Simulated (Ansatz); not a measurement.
**CH₇BGeO: small, medium and large basis sets**

One table from this session's results is given with a row withheld; the runs are named, their logs left out.

The runs use Ansatz 0.2.0, Gaussian basis; one geometry, several basis sets.

Plan: PBE0-D4/def2-SVP; ωB97M-V/def2-SVP; PBE0-D4/def2-QZVPP; ωB97M-V/def2-QZVPP; the functionals' def2-TZVPP values are taken from earlier runs.

### The relaxed structure

An earlier PBE0-D4 in a triple-zeta def2 set relaxation fixed the geometry.

SMILES `B[CH](O)[GeH3]`, 11 atoms, charge 0, spin multiplicity 1.

Atoms are counted from 1 here; the program's logs count them from 0.

Bond lengths: B1–C2 1.496 Å, B1–H5 1.195 Å, B1–H6 1.200 Å, C2–O3 1.382 Å, C2–Ge4 2.133 Å, C2–H7 1.094 Å, O3–H8 0.961 Å, Ge4–H9 1.538 Å, Ge4–H10 1.535 Å, Ge4–H11 1.535 Å. Angles: C2–B1–H5 121.3°, C2–B1–H6 117.2°, H5–B1–H6 121.4°, B1–C2–O3 121.0°, B1–C2–Ge4 82.2°, B1–C2–H7 120.0°, O3–C2–Ge4 111.3°, O3–C2–H7 114.3°, Ge4–C2–H7 98.6°, C2–O3–H8 109.9°, C2–Ge4–H9 98.9°, C2–Ge4–H10 109.3°, C2–Ge4–H11 118.5°, H9–Ge4–H10 110.4°, H9–Ge4–H11 108.8°, H10–Ge4–H11 110.2°.

The first run:

in.yaml reads:

```yaml
crystal:
  periodic: [false, false, false]
  atoms:
    - {symbol: B, position_ang: [-0.363209, 1.339423, 0.337541]}
    - {symbol: C, position_ang: [0.030833, 0.022338, 0.927542]}
    - {symbol: O, position_ang: [1.307939, -0.187244, 1.412431]}
    - {symbol: Ge, position_ang: [-0.141777, -0.610299, -1.102157]}
    - {symbol: H, position_ang: [0.454050, 2.167181, 0.065524]}
    - {symbol: H, position_ang: [-1.522398, 1.495144, 0.070393]}
    - {symbol: H, position_ang: [-0.730271, -0.629591, 1.366959]}
    - {symbol: H, position_ang: [1.442820, -1.122673, 1.585654]}
    - {symbol: H, position_ang: [0.950639, -1.692525, -1.108626]}
    - {symbol: H, position_ang: [-1.523441, -1.242227, -1.319895]}
    - {symbol: H, position_ang: [0.160115, 0.403573, -2.214765]}
basis:
  gaussian: {orbitals: def2-SVP}
hamiltonian: {xc: pbe0, dispersion: d4}
output: {orbitals: {seedname: orbitals}}
```

On the command line:

```bash
$ ansatz run in.yaml --threads 4 --pin off --events-out ev --progress --plain --max-ram 10444MiB
```

Steps of the session up to this table: PBE0-D4 in def2-SVP; ωB97M-V in def2-SVP; PBE0-D4 in def2-QZVPP; ωB97M-V in def2-QZVPP.

One table of the session follows, with a row left open; its other results are not shown here.

It belongs to the step «Functionals by basis». 

| functional | basis | HOMO (eV) |
| --- | --- | --- |
| PBE0-D4 | def2-SVP | -7.28 |
| PBE0-D4 | def2-TZVPP | ? |
| PBE0-D4 | def2-QZVPP | -7.41 |
| ωB97M-V | def2-SVP | -9.39 |
| ωB97M-V | def2-TZVPP | -9.52 |
| ωB97M-V | def2-QZVPP | -9.54 |

Q: Estimate the row for PBE0-D4, def2-TZVPP from the others.

As computed: HOMO (eV): -7.39. In the column «HOMO (eV)» it lies between PBE0-D4, def2-QZVPP (-7.41) and PBE0-D4, def2-SVP (-7.28).
